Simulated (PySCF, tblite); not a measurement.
**C₇H₁₄Si₂: geometry, infrared bands and NMR shifts**

Aim: predict the infrared bands and NMR shifts of C₇H₁₄Si₂ (`C=CCC1=C[Si@@H](C)[SiH2]C1`).

Programs: tblite 0.8.0 and PySCF 2.14.0, with density-fitted response routines of our own. Each step states its level of theory. These are calculated values for one molecule in the gas phase, unless marked as measured. Atoms are numbered from 0 throughout.

## (1) Starting geometry

23 atoms, charge 0, multiplicity 1; geometry from: force field or distance geometry start.

Bonds of the start (Å): C0–C1 1.35, C1–C2 1.48, C2–C3 1.52, C3–C4 1.35, C4–Si5 1.86, Si5–C6 1.83, Si5–Si7 2.33, Si7–C8 1.90, C8–C3 1.52, C0–H9 1.08, C0–H10 1.08, C1–H11 1.10, C2–H12 1.09, C2–H13 1.10, C4–H14 1.07, Si5–H15 1.47, C6–H16 1.09, C6–H17 1.09, C6–H18 1.10, Si7–H19 1.49, Si7–H20 1.49, C8–H21 1.10, C8–H22 1.11.

## (2) Geometry optimisation with GFN2-xTB

Job settings and geometry (Å):

```
{"job": {"kind": "relax", "xc": "GFN2-xTB", "basis": "xTB"}, "charge": 0, "multiplicity": 1}
C      3.707800    -0.004500     0.703300
C      2.590000    -0.699500     0.409000
C      1.889600    -0.666700    -0.898300
C      0.461900    -0.154300    -0.764100
C     -0.606400    -0.979600    -0.874000
Si    -2.328300    -0.301600    -0.713200
C     -3.206900    -0.916700     0.773200
Si    -1.529600     1.864800    -0.378300
C      0.293800     1.328600    -0.488600
H      4.165300    -0.081000     1.684000
H      4.152000     0.662800    -0.023100
H      2.172200    -1.364500     1.179700
H      2.407900    -0.031100    -1.614100
H      1.890500    -1.677400    -1.324900
H     -0.520100    -2.030500    -1.080200
H     -3.098700    -0.462400    -1.958000
H     -3.447900    -1.979700     0.682200
H     -4.150800    -0.389900     0.933000
H     -2.608700    -0.800400     1.691600
H     -1.903800     2.791500    -1.478800
H     -1.883800     2.405000     0.967300
H      0.766300     1.905800    -1.291900
H      0.782900     1.608200     0.466200
```

On the command line:

```bash
> OMP_NUM_THREADS=1 python probes_run.py task.json out
```

One launch serves the whole session: the jobs run in the order shown.

**Question.** This job is followed by: GFN2-xTB harmonic vibrations, gas phase; GIAO PBE0/pcSseg-1 NMR shielding, non-relativistic, gas phase. Predict these results of the whole session: strongest single infrared mode (GFN2-xTB); zero-point energy (GFN2-xTB); 13C shifts against TMS (PBE0/pcSseg-1); 1H shifts against TMS (PBE0/pcSseg-1, means over atoms taken as alike); 29Si shifts against TMS (PBE0/pcSseg-1).

The runs gave:

| quantity | value |
| --- | --- |
| strongest single infrared mode (GFN2-xTB) | 2187 cm⁻¹, 512 km/mol |
| zero-point energy (GFN2-xTB) | 113.1 kcal/mol |
| 13C shifts against TMS (PBE0/pcSseg-1) | 170.4, 147.2, 133.8, 123.7, 53.2, 20.3, -3.4 ppm |
| 1H shifts against TMS (PBE0/pcSseg-1, means over atoms taken as alike) | 6.13, 5.93, 5.43, 5.37, 4.85, 3.87, 3.71, 3.38, 2.72, 2.49, 1.58, 0.29 ppm |
| 29Si shifts against TMS (PBE0/pcSseg-1) | -33.7, -74.2 ppm |

In words: Over 111 steps the energy fell by 0.309 eV; of the close pairs, Si5–C6 changed most, 1.833 to 1.905 Å. All 63 modes are real, so the xTB geometry is a minimum. The strongest single mode, at 2187 cm⁻¹, moves mainly H20. Unscaled tight-binding wavenumbers are off by several per cent, some by more. Its intensities can rank the bands wrongly. At PBE0/pcSseg-1: Shielding is most anisotropic at C3 (span 245 ppm, paramagnetic term -247 ppm).
